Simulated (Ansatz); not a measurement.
# MnSe: the cost of one run

Program: Ansatz 0.2.0. Level of theory: DFT r2SCAN, scalar-relativistic, plane waves, PAW. These are calculated values, not measurements.

The COD entry's cell or inner coordinates are ideal or old and differ from later refinements, so a difference from it is no clean test against experiment.

## Step 1: Starting point

Symmetry: Fm-3m, No. 225, cubic system. Conventional cell: a = 5.448 Å, b = 5.448 Å, c = 5.448 Å, α = 90.00°, β = 90.00°, γ = 90.00°. Around Mn (site symmetry m-3m) lie 6 Se at 2.72 Å. Se (site symmetry m-3m) is surrounded by 6 Mn at 2.72 Å.

As a file:

```
Mn Se
1.0
     0.00000    2.72400    2.72400
     2.72400    0.00000    2.72400
     2.72400    2.72400    0.00000
Mn Se
1 1
Direct
  0.00000 0.00000 0.00000
  0.50000 0.50000 0.50000
```

The cell is taken as given, not relaxed at this level.

## Step 2: Next: a trigonal deformation path

At fixed volume and fractional coordinates, lengths along (0.577, 0.577, 0.577) are scaled against those across it; ρ is that ratio over its starting value.

## Step 3: ρ = 0.500

File input.yaml:

```yaml
crystal:
  lattice:
    - [-1.1440083133, 2.2880166266, 2.2880166266]
    - [2.2880166266, -1.1440083133, 2.2880166266]
    - [2.2880166266, 2.2880166266, -1.1440083133]
  atoms:
    - { symbol: Mn, position: [0.0, 0.0, 0.0], spin: 4.96 }
    - { symbol: Se, position: [0.5, 0.5, 0.5], spin: 0.16 }
basis:
  ecutwfc: 500
kpoints:
  mp_grid: { grid: [16, 16, 16] }
hamiltonian:
  xc: r2scan
scf:
  occupations: { method: gaussian, width: 0.15 }
output:
  forces: true
  stress: true
  eigenvalues: true
  populations: true
  write_density: true
  write_potential: true
  elf: true
  volumetric_format: npy
magnetization:
  spin_polarized: true
```

Command:

```console
ansatz run input.yaml --threads 1 --pin off --max-ram 2560MiB --backend cpu --events-out ev --progress --plain --runs-dir out
```

Q: Estimate wall time and peak memory on 1 thread of Arm Neoverse V1, shared host.

About 87 s, with a peak of 0.64 GiB.
